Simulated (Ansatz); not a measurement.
Geometry optimisation, Ansatz 0.2.0, DFT PBE, scalar-relativistic, plane waves, PAW.

The input (input.yaml):

```yaml
crystal:
  lattice:
    - [6.62, 0.0, 0.0]
    - [-4.965, 8.599632, 0.0]
    - [0.0, 0.0, 5.27614]
  atoms:
    - { symbol: Sc, position: [0.0, 0.0, 0.0] }
    - { symbol: Sc, position: [0.1666667, 0.2222222, 0.5] }
    - { symbol: Sc, position: [0.0, 0.3333333, 0.0] }
    - { symbol: Sc, position: [0.1666667, 0.5555556, 0.5] }
    - { symbol: Sc, position: [0.0, 0.6666667, 0.0] }
    - { symbol: Sc, position: [0.1666667, 0.8888889, 0.5] }
    - { symbol: Sc, position: [0.5, 0.0, 0.0] }
    - { symbol: Sc, position: [0.6666667, 0.2222222, 0.5] }
    - { symbol: Sc, position: [0.5, 0.3333333, 0.0] }
    - { symbol: Sc, position: [0.6666667, 0.5555556, 0.5] }
    - { symbol: Sc, position: [0.5, 0.6666667, 0.0] }
    - { symbol: Sc, position: [0.6666667, 0.8888889, 0.5] }
    - { symbol: C, position: [-0.0075366, 0.0021531, 0.6237877] }
basis:
  ecutwfc: 420.0
kpoints:
  mp_grid: { grid: [3, 2, 3] }
hamiltonian:
  xc: pbe
scf:
  occupations: { method: gaussian, width: 0.05 }
  lower_state_search: "off"
relax:
  f_tol: 0.03
  max_steps: 60
  adjacent_minimum: "off"
output:
  write_density: true
  write_potential: true
  elf: true
  volumetric_format: npy
```

Run as:

```bash
$ ansatz run input.yaml --threads 2 --pin off --max-ram 5120MiB --backend cpu --events-out ev --progress --plain --runs-dir out
```

**Question.** Where does it end, and by what steps?

**Answer.** The run converged. Limits of this set-up: coarse k mesh, a small cell, in which the defect meets its images, a typed lattice constant that wasn't relaxed here. After 5 steps the energy has fallen by 0.475 eV; Sc2 moved furthest, 0.21 Å.

```json
{"step": "0", "energy less start (eV)": "0.0000", "largest force component (eV/Å)": "1.913", "accepted": "yes"}
{"step": "1", "energy less start (eV)": "-0.3998", "largest force component (eV/Å)": "0.510", "accepted": "yes"}
{"step": "2", "energy less start (eV)": "-0.4649", "largest force component (eV/Å)": "0.154", "accepted": "yes"}
{"step": "3", "energy less start (eV)": "-0.4726", "largest force component (eV/Å)": "0.068", "accepted": "yes"}
{"step": "4", "energy less start (eV)": "-0.4744", "largest force component (eV/Å)": "0.043", "accepted": "yes"}
{"step": "5", "energy less start (eV)": "-0.4754", "largest force component (eV/Å)": "0.022", "accepted": "yes"}
```

```xyz
13
Lattice="6.6200 0.0000 0.0000 -4.9650 8.5996 0.0000 0.0000 0.0000 5.2761" Properties=species:S:1:pos:R:3
Sc -0.004 -0.024 0.164
Sc -0.004 2.072 2.511
Sc -1.698 2.882 -0.079
Sc -1.687 4.759 2.671
Sc -3.280 5.692 0.043
Sc -3.251 7.616 2.687
Sc 3.311 -0.080 0.072
Sc 3.297 1.946 2.478
Sc 1.677 2.894 -0.117
Sc 1.680 4.745 2.599
Sc -0.051 5.649 0.060
Sc -0.052 7.607 2.700
C 0.002 0.125 3.332
```

Whether the end is a true minimum wasn't checked by a vibrational analysis.

The run took 31 s on 2 threads of Intel(R) Xeon(R) 6975P-C (Granite Rapids), on a shared host, peak memory 0.78 GiB.
